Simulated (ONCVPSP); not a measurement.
**Pseudopotential generation for Ga: ONCV, PBE**

Task: generate the file, and judge it by its errors in other configurations, its logarithmic derivatives, its ghosts and its cutoff.

Method: ONCVPSP 4.0.1.1 (patched build), PBE, scalar-relativistic.

**1. Starting point**

The settings as typed:

```
element                 : gallium (Ga, Z = 31)
type                    : optimised norm-conserving Vanderbilt (ONCV)
frozen core             : [Ar] 3d10
valence charge          : 3
reference configuration : 4s1 (charge +2)
partial waves           : 4s: rc 1.65 bohr, ncon 4, nbas 8, qcut 3.7 1/bohr, 1 projector; p scattering state at 0.12 Ha: rc 1.60 bohr, ncon 3, nbas 6, qcut 5.7 1/bohr, 2 projectors, debl 2.4 Ha; d scattering state at 0.35 Ha: rc 1.55 bohr, ncon 4, nbas 8, qcut 6.8 1/bohr, 3 projectors, debl 0.7 Ha
local potential         : polynomial inside 1.35 bohr (lpopt 5, dvloc0 0 Ha)
core correction         : Teter function fitted to the true core (icmod 2), fcfact 0.45
```

The outer shells as boxes (Hund's rule for the drawing; the calculation is spin-unpolarised):

```
[Ar] core
3d [↑↓][↑↓][↑↓][↑↓][↑↓]
4s [↑ ]
```

The nodes and maxima of the atom's own shells, from an earlier all-electron run, set the scale for the radii.

All-electron outer shells of the reference configuration (PBE, scalar-relativistic, ld1.x):

```json
{"shell": "3d", "level (eV)": "-39.36", "outermost node (bohr)": "–", "outermost maximum (bohr)": "0.53"}
{"shell": "4s", "level (eV)": "-26.07", "outermost node (bohr)": "0.80", "outermost maximum (bohr)": "1.78"}
{"shell": "4p", "level (eV)": "-17.74", "outermost node (bohr)": "0.86", "outermost maximum (bohr)": "2.12"}
```

**2. Generating the potential**

Ga.dat reads:

```
# ATOM AND REFERENCE CONFIGURATION
# atsym  z   nc   nv     iexc    psfile
  Ga 31.00    6    1        4      upf
#
#   n    l    f
    1    0    2.00
    2    0    2.00
    2    1    6.00
    3    0    2.00
    3    1    6.00
    3    2   10.00
    4    0    1.00
#
# PSEUDOPOTENTIAL AND OPTIMIZATION
# lmax
    2
#
#   l,   rc,      ep,       ncon, nbas, qcut
    0    1.65    0.00    4    8    3.70
    1    1.60    0.12    3    6    5.70
    2    1.55    0.35    4    8    6.80
#
# LOCAL POTENTIAL
# lloc, lpopt,  rc(5),   dvloc0
    4    5    1.35    0.00
#
# VANDERBILT-KLEINMAN-BYLANDER PROJECTORs
# l, nproj, debl
    0    1    2.60
    1    2    2.40
    2    3    0.70
#
# MODEL CORE CHARGE
# icmod, fcfact, rcfact
    2    0.45    0.90
#
# LOG DERIVATIVE ANALYSIS
# epsh1, epsh2, depsh
   -2.00    5.00    0.02
#
# OUTPUT GRID
# rlmax, drl
    6.00    0.01
#
# TEST CONFIGURATIONS
# ncnf
    4
# nvcnf
#   n    l    f
    2
    4    0    2.00
    4    1    1.00
#
    1
    4    0    2.00
#
    2
    4    0    2.00
    4    1    0.50
#
    2
    4    0    0.00
    4    1    3.00
#
```

Command:

```bash
$ oncvpsp.x < Ga.dat > Ga.out
```

What does the calculation give? Wanted: cutoffs for 1 and 0.1 mHa per electron, occupied waves; bound ghosts; GHOST(+) flags; largest test error; largest phase difference near zero energy, channels read; rms error of d²Exc/dn², without and with the model core; projector energies reset by the program.

The runs gave:

| quantity | value |
| --- | --- |
| cutoffs for 1 and 0.1 mHa per electron, occupied waves | 9.3 Ha and 41 Ha |
| bound ghosts | d at -39.23 eV, d at -3.60 eV |
| GHOST(+) flags | s at -11 eV |
| largest test error (AE − PS) | +88 meV, for 4s0 4p3 (1 test unsolved) |
| largest phase difference near zero energy, channels read | 3.142 rad |
| rms error of d²Exc/dn², without and with the model core | 47.32 and 13.67 mHa |
| projector energies reset by the program | p: 0.050, 2.450 Ha |

It has a bound ghost (d), a state that the atom doesn't have, and that rules the file out. Close by lies the frozen 3d level (-39.4 eV). The worst unpolarised test, 4s0 4p3, is off by 88 meV on 13.4 eV; by total energies transferability rates as fair where solved. Of the tests 1 gave no usable energy difference, which is a warning in itself. By its cutoff, 9.3 Ha for the looser tolerance, it is soft on the atom at that tolerance. The tighter tolerance needs 41 Ha, and converged work needs a cutoff nearer that. That counts occupied waves only; other projectors can need more. Near zero energy the largest phase difference among the channels read is 3.14 rad, in the d channel. A step near π is an extra or missing state, not a misfit of shape. The pseudo curves have poles with no partner nearby in the atom's: s at -0.42 Ha, d at -0.13 Ha. The program also flags highly localised states, GHOST(+) (s).
